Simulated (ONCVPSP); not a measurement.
# Pseudopotential generation for copper: ONCV, LDA (Perdew-Wang 92)

Aim: build the potential from the settings below, then test how well it stands in for the atom: other configurations, scattering, ghost states and the plane-wave cutoff that it needs.

Program: ONCVPSP 4.0.1.1 (patched build). Reference atom: LDA (Perdew-Wang 92), scalar-relativistic, spherical and spin-unpolarised. All values are calculated.

## (1) The atom and the settings

Typed settings, in words:

- element: copper (Cu, Z = 29)
- type: optimised norm-conserving Vanderbilt (ONCV)
- frozen core: [Ne]
- valence charge: 19
- reference configuration: 3s2 3p6 3d9 (charge +2)
- partial waves: 3s: rc 1.10 bohr, ncon 3, nbas 6, qcut 12.7 1/bohr, 2 projectors, debl 1 Ha; 3p: rc 0.80 bohr, ncon 3, nbas 8, qcut 11.5 1/bohr, 2 projectors, debl 1.2 Ha; 3d: rc 1.15 bohr, ncon 4, nbas 8, qcut 14.3 1/bohr, 2 projectors, debl 1 Ha
- local potential: polynomial inside 0.65 bohr (lpopt 5, dvloc0 4 Ha)
- core correction: Teter function fitted to the true core (icmod 2), fcfact 0.45

An earlier all-electron run gives the scale for the radii.

All-electron outer shells of the reference configuration (LDA (PZ), scalar-relativistic, ld1.x):

```csv
shell,level (eV),outermost node (bohr),outermost maximum (bohr)
3s,-139.79,0.29,0.61
3p,-97.57,0.26,0.62
3d,-29.98,–,0.60
4s,-22.55,0.88,1.93
4p,-15.39,0.95,2.30
```

## (2) The generation run

Contents of Cu.dat:

```
# ATOM AND REFERENCE CONFIGURATION
# atsym  z   nc   nv     iexc    psfile
  Cu 29.00    3    3  -001012      upf
#
#   n    l    f
    1    0    2.00
    2    0    2.00
    2    1    6.00
    3    0    2.00
    3    1    6.00
    3    2    9.00
#
# PSEUDOPOTENTIAL AND OPTIMIZATION
# lmax
    2
#
#   l,   rc,      ep,       ncon, nbas, qcut
    0    1.10    0.00    3    6   12.70
    1    0.80    0.00    3    8   11.50
    2    1.15    0.00    4    8   14.30
#
# LOCAL POTENTIAL
# lloc, lpopt,  rc(5),   dvloc0
    4    5    0.65    4.00
#
# VANDERBILT-KLEINMAN-BYLANDER PROJECTORs
# l, nproj, debl
    0    2    1.00
    1    2    1.20
    2    2    1.00
#
# MODEL CORE CHARGE
# icmod, fcfact, rcfact
    2    0.45    0.60
#
# LOG DERIVATIVE ANALYSIS
# epsh1, epsh2, depsh
   -7.00    5.00    0.04
#
# OUTPUT GRID
# rlmax, drl
    6.00    0.01
#
# TEST CONFIGURATIONS
# ncnf
    4
# nvcnf
#   n    l    f
    4
    3    0    2.00
    3    1    6.00
    3    2   10.00
    4    0    1.00
#
    3
    3    0    2.00
    3    1    6.00
    3    2   10.00
#
    3
    3    0    2.00
    3    1    6.00
    3    2    8.00
#
    4
    3    0    2.00
    3    1    5.00
    3    2   10.00
    4    0    1.00
#
```

Launch:

```sh
$ oncvpsp.x < Cu.dat > Cu.out
```

What does the calculation give? Wanted: cutoffs for 1 and 0.1 mHa per electron, occupied waves; bound ghosts; GHOST(+) flags; largest test error; largest phase difference near zero energy, channels read; rms error of d²Exc/dn², without and with the model core; projector energies reset by the program.

The runs gave:

```
                                                quantity                                                          value
  cutoffs for 1 and 0.1 mHa per electron, occupied waves                                                79 Ha and 88 Ha
                                            bound ghosts                                                     none found
                                          GHOST(+) flags                                             none at low energy
                            largest test error (AE − PS)                                       +13 meV, for 3s2 3p6 3d8
largest phase difference near zero energy, channels read                                                      0.000 rad
 rms error of d²Exc/dn², without and with the model core                                              3.32 and 1.58 mHa
                 projector energies reset by the program  s: -5.137, 0.250 Ha; p: -3.586, 0.250 Ha; d: -1.102, 0.250 Ha
```

**Reading.** By total energies transferability is good: the largest error is 13 meV on 39.4 eV, for 3s2 3p6 3d8. The potential is very hard: the looser tolerance needs 79 Ha. At the looser tolerance the 3d wave is the slowest; 3s needs 53 Ha. No bound ghost shows below the valence levels. Near zero energy the phases of the channels with partial waves agree within 0.001 rad.
